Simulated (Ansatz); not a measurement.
**CH₈O₂Si₂: one species, many methods**

An exercise on one series of results from a longer session: the logs are not shown, and one member is left open.

The runs use Ansatz 0.2.0, Gaussian basis; functionals in def2-TZVPP, the program's frozen cores in correlated methods.

Levels to be run: PBE-D4, r2SCAN-D4, PBE0-D4, B3LYP-D4, ωB97X-V, ωB97M-V, B2PLYP; CCSD(T)/def2-TZVPP; MP2/def2-QZVPP; extrapolation to the limit.

## The relaxed structure

An earlier PBE0-D4 in a triple-zeta def2 set relaxation fixed the geometry.

SMILES `O[SiH2]C[SiH2]O`, 13 atoms, charge 0, spin multiplicity 1.

Atoms are counted from 1 here; the program's logs count them from 0.

Bond lengths: O1–Si2 1.666 Å, O1–H6 0.958 Å, Si2–C3 1.853 Å, Si2–H7 1.489 Å, Si2–H8 1.489 Å, C3–Si4 1.875 Å, C3–H9 1.095 Å, C3–H10 1.096 Å, Si4–O5 1.643 Å, Si4–H11 1.484 Å, Si4–H12 1.492 Å, O5–H13 0.965 Å. Angles: Si2–O1–H6 118.0°, O1–Si2–C3 105.6°, O1–Si2–H7 109.8°, O1–Si2–H8 109.4°, C3–Si2–H7 110.9°, C3–Si2–H8 113.0°, H7–Si2–H8 108.0°, Si2–C3–Si4 113.2°, Si2–C3–H9 109.6°, Si2–C3–H10 108.5°, Si4–C3–H9 108.7°, Si4–C3–H10 109.1°, H9–C3–H10 107.5°, C3–Si4–O5 110.3°, C3–Si4–H11 111.3°, C3–Si4–H12 107.8°, O5–Si4–H11 106.8°, O5–Si4–H12 112.1° and more.

Set-up of the first run:

in.yaml

```yaml
crystal:
  periodic: [false, false, false]
  atoms:
    - {symbol: O, position_ang: [-1.714178, 0.199628, 0.730204]}
    - {symbol: Si, position_ang: [-1.091593, 0.685909, -0.736409]}
    - {symbol: C, position_ang: [0.749712, 0.617823, -0.543623]}
    - {symbol: Si, position_ang: [1.343277, -0.919264, 0.351998]}
    - {symbol: O, position_ang: [0.673448, -1.001392, 1.849630]}
    - {symbol: H, position_ang: [-2.666361, 0.195390, 0.835209]}
    - {symbol: H, position_ang: [-1.547859, -0.238943, -1.810500]}
    - {symbol: H, position_ang: [-1.593825, 2.050210, -1.060332]}
    - {symbol: H, position_ang: [1.094850, 1.500245, 0.005338]}
    - {symbol: H, position_ang: [1.205108, 0.650021, -1.540446]}
    - {symbol: H, position_ang: [2.814894, -0.896662, 0.542022]}
    - {symbol: H, position_ang: [0.988464, -2.101115, -0.486219]}
    - {symbol: H, position_ang: [-0.255927, -0.741851, 1.863129]}
basis:
  gaussian: {orbitals: def2-TZVPP}
hamiltonian: {xc: pbe, dispersion: d4}
output: {forces: true, orbitals: {seedname: orbitals}}
```

The run is started by

```
ansatz run in.yaml --threads 2 --pin off --events-out ev --progress --plain --max-ram 20480MiB --backend cuda --devices 0, --max-vram 18GiB
```

Among the steps run: PBE-D4 (GGA); r2SCAN-D4 (meta-GGA); PBE0-D4 (hybrid); B3LYP-D4 (hybrid); ωB97X-V (range-separated); ωB97M-V (range-separated); B2PLYP (double hybrid); CCSD(T) in def2-TZVPP; MP2 in def2-QZVPP.

One table of the session follows, with a row left open; its other results are not shown here.

It belongs to the step «Atomisation energies». 

```
            method  atomisation energy (kJ/mol)
            PBE-D4                       4697.2
         r2SCAN-D4                       4690.1
           PBE0-D4                       4639.7
          B3LYP-D4                       4675.0
           ωB97X-V                       4708.2
           ωB97M-V                       4704.5
            B2PLYP                       4631.9
     HF/def2-TZVPP                       3462.8
    MP2/def2-TZVPP                            ?
   CCSD/def2-TZVPP                       4525.8
CCSD(T)/def2-TZVPP                       4581.9
           MP2/CBS                       4770.2
       CCSD(T)/CBS                       4711.4
```

Estimate the missing values for MP2/def2-TZVPP.

The run gave: atomisation energy (kJ/mol): 4640.7. In the column «atomisation energy (kJ/mol)» it lies between PBE0-D4 (4639.7) and B3LYP-D4 (4675.0).

To keep in mind: Free atoms (2 O, 2 Si, 1 C, 8 H) were run apart at each level; the atomisation energy is their sum less the molecule, without zero-point or spin-orbit terms.
